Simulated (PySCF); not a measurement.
# A diatomic session: RbTl

Aim: find the lowest electronic state of RbTl, scan its bond at several levels of theory, and get bond length, wavenumber and dissociation energy from each curve.

Computed with PySCF 2.14.0. Level: Rb def2-SVP with ECP28, Tl def2-SVP with ECP60, scalar-relativistic core potentials.

## (1) Input

Settings of the job:

```
atoms                         : Rb, Tl
charge                        : 0
basis                         : Rb def2-SVP with ECP28, Tl def2-SVP with ECP60
Hamiltonian                   : scalar-relativistic core potentials
basis functions               : 50
electrons treated             : 30
masses in u                   : 84.9118, 204.9744
levels                        : PBE0, PBE, r²SCAN, LDA, BHandHLYP, B3LYP, HF, MP2, SCS-MP2, CCSD, CCSD(T)
grid                          : 80 radial by 434 angular points
occupations                   : held fixed by the projection of orbital angular momentum
dissociation limit            : Rb + Tl, each in its ground configuration
starting distance in angstrom : 3.490
values of 2S to try           : 0, 2
```

Started as:

```bash
$ OMP_NUM_THREADS=1 python dia.py task.json out
```

The runs that follow: PBE0 along the bond; Excited determinants; PBE; r²SCAN (meta-GGA); LDA (local density); BHandHLYP (global hybrid GGA); B3LYP; RHF; Correlated methods on the Hartree–Fock reference.

Q: Predict the outcome of this session. Wanted: for each run, Re; ωe; De; μ.

**Answer**, as computed:

Lowest PBE0 solution found, without spin–orbit coupling: ¹Σ⁺ (singlet), closed shell. State 2 has its PBE0 minimum 0.01 eV higher. State 3 has its PBE0 minimum 0.16 eV higher, as a spin-mixed determinant (⟨S²⟩ = 1.00), so this is no gap between pure states. The other levels ran on the lowest alone.

| level | Re (Å) | ωe (cm⁻¹) | De (eV) | μ (D) |
| --- | --- | --- | --- | --- |
| RHF | 4.085 | 62.0 | -0.328 | -4.67 |
| RHF-MP2 | 3.899 | 67.2 | 0.222 | n/a |
| RHF-SCS-MP2 | 3.941 | 64.6 | 0.227 | n/a |
| RHF-CCSD | 3.965 | 60.6 | 0.322 | n/a |
| RHF-CCSD(T) | 3.988 | 57.4 | 0.401 | n/a |
| LDA | 3.806 | 68.6 | 0.81 | -2.15 |
| PBE | 3.954 | 61.7 | 0.61 | -2.10 |
| r²SCAN | 3.966 | 63.2 | 0.382 | -3.09 |
| B3LYP | 3.942 | 63.9 | 0.52 | -2.53 |
| PBE0 | 3.935 | 64.6 | 0.464 | -3.09 |
| BHandHLYP | 3.930 | 66.7 | 0.377 | -3.50 |

De is counted to Rb + Tl in their ground configurations. A positive dipole means Rb(−)Tl(+).

What this shows: Bond lengths run from 3.806 Å (LDA) to 4.085 Å (RHF). CCSD(T) can't serve as the judge here: for a weak bond in this basis it is far from its limit. Among the levels with a De in the table, it runs from -0.328 eV (RHF) to 0.81 eV (LDA).

Correlated steps freeze 4 core orbitals. Spin–orbit coupling is left out, which matters for elements this heavy, above all for dissociation energies. A negative De means that the minimum lies above the separated atoms at that level.
